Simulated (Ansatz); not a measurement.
# C2H6BO radical: one species, many methods

Aim: compute C2H6BO radical with functionals from several rungs and with coupled cluster, and see how far each lands from CCSD(T) at the basis-set limit for the atomisation energy.

The runs use Ansatz 0.2.0, Gaussian basis; functionals in def2-TZVPP, the program's frozen cores in correlated methods.

The runs, in order: LDA (SPW92), PBE-D4, revPBE-D4, BLYP-D4, r2SCAN-D4, B97M-V, PBE0-D4, B3LYP-D4, r2SCANh-D4, r2SCAN0-D4, HSE06-D4, BHLYP-D4, CAM-B3LYP-D4, LC-ωPBE, ωB97X-V, ωB97M-V, B2PLYP, PBE-QIDH; CCSD(T)/def2-SVP; CCSD(T)/def2-TZVPP; MP2/def2-QZVPP; extrapolation to the limit; RPA on PBE.

## 1. Structure used throughout

An earlier PBE0-D4 in a triple-zeta def2 set relaxation fixed the geometry.

SMILES `C[B]OC`, 10 atoms, charge 0, spin multiplicity 2.

Atoms are counted from 1 here; the program's logs count them from 0.

Bond lengths: C1–B2 1.557 Å, C1–H5 1.095 Å, C1–H6 1.094 Å, C1–H7 1.094 Å, B2–O3 1.331 Å, O3–C4 1.417 Å, C4–H8 1.091 Å, C4–H9 1.091 Å, C4–H10 1.092 Å. Angles: B2–C1–H5 112.4°, B2–C1–H6 110.4°, B2–C1–H7 110.1°, H5–C1–H6 108.9°, H5–C1–H7 108.8°, H6–C1–H7 106.0°, C1–B2–O3 123.8°, B2–O3–C4 123.4°, O3–C4–H8 108.6°, O3–C4–H9 108.7°, O3–C4–H10 111.0°, H8–C4–H9 109.0°, H8–C4–H10 109.8°, H9–C4–H10 109.7°.

Geometry (Å):

```
C    -0.9863    1.3533   -0.9671
B    -0.3107    0.5100    0.1545
O     0.3841   -0.6032   -0.0713
C     0.9984   -1.3610    0.9566
H    -0.8464    0.9136   -1.9606
H    -2.0575    1.4579   -0.7730
H    -0.5794    2.3688   -0.9702
H     0.5931   -2.3739    0.9329
H     2.0719   -1.4035    0.7651
H     0.8159   -0.9132    1.9361
```

## 2. LDA

This LDA is Slater exchange with PW92 correlation.

in.yaml reads:

```yaml
crystal:
  periodic: [false, false, false]
  atoms:
    - {symbol: C, position_ang: [-0.986329, 1.353279, -0.967062]}
    - {symbol: B, position_ang: [-0.310665, 0.509961, 0.154487]}
    - {symbol: O, position_ang: [0.384077, -0.603204, -0.071325]}
    - {symbol: C, position_ang: [0.998431, -1.361014, 0.956630]}
    - {symbol: H, position_ang: [-0.846369, 0.913632, -1.960635]}
    - {symbol: H, position_ang: [-2.057528, 1.457925, -0.773036]}
    - {symbol: H, position_ang: [-0.579358, 2.368840, -0.970207]}
    - {symbol: H, position_ang: [0.593056, -2.373914, 0.932898]}
    - {symbol: H, position_ang: [2.071942, -1.403488, 0.765070]}
    - {symbol: H, position_ang: [0.815944, -0.913216, 1.936081]}
basis:
  gaussian: {orbitals: def2-TZVPP}
magnetization: {spin_polarized: true, initial_magnetization: 1}
hamiltonian: {xc: lda}
output: {orbitals: {seedname: orbitals}}
```

Run with:

```bash
$ ansatz run in.yaml --threads 4 --pin off --events-out ev --progress --plain --max-ram 10444MiB
```

The runs that follow: PBE-D4 (GGA); revPBE-D4 (GGA); BLYP-D4 (GGA); r2SCAN-D4 (meta-GGA); B97M-V (meta-GGA); B3LYP-D4 (hybrid); r2SCANh-D4 (hybrid); r2SCAN0-D4 (hybrid); HSE06-D4 (hybrid); BHLYP-D4 (hybrid); CAM-B3LYP-D4 (range-separated); LC-ωPBE (range-separated); ωB97X-V (range-separated); ωB97M-V (range-separated); B2PLYP (double hybrid); PBE-QIDH (double hybrid); CCSD(T) in def2-SVP; CCSD(T) in def2-TZVPP; MP2 in def2-QZVPP; RPA on PBE orbitals.

Q: Predict the results of all the runs planned. Wanted: atomisation energy, CCSD(T)/CBS; farthest beyond LDA; mean size of error, GGA; mean size of error, meta-GGA; mean size of error, hybrid; mean size of error, range-separated; mean size of error, double hybrid; gap, smallest and largest; T1 diagnostic.

As calculated:

```
                               quantity                                             value
        atomisation energy, CCSD(T)/CBS                                         39.629 eV
    functionals within 0.198 eV (0.5 %)  revPBE-D4, r2SCAN0-D4, ωB97X-V, B2PLYP, PBE-QIDH
                    farthest beyond LDA                                PBE-D4 (+1.078 eV)
                mean size of error, GGA                                          0.462 eV
           mean size of error, meta-GGA                                          0.390 eV
             mean size of error, hybrid                                          0.378 eV
    mean size of error, range-separated                                          0.271 eV
      mean size of error, double hybrid                                          0.084 eV
              gap, smallest and largest          1.54 eV (LDA (SPW92)), 9.29 eV (LC-ωPBE)
                          T1 diagnostic                                            0.0143
triples share of the correlation energy                                             3.6 %
```

The LDA atomisation energy is off by 5.838 eV (15 %): it overbinds. PBE-D4 is off by +1.078 eV. Double hybrids carry the basis error of their MP2 part in triple zeta, and no dispersion term here, so their miss is partly the set-up's. Taken by rung, double hybrid functionals do best (0.084 eV on average) and GGA ones worst beyond LDA (0.462 eV). meta-GGA functionals lie within the reference's doubt of that worst mean (0.390 eV), so those two tie. Misses under about 0.198 eV are within the doubt on the reference itself, which lacks core-valence correlation, relativity and higher excitations. Hartree-Fock recovers 76 % of the binding; the rest is correlation. CCSD(T) in def2-SVP is off by -1.536 eV, so the small basis spoils what the method gains. Orbital gaps span 1.5 to 9.3 eV; exact exchange widens them.
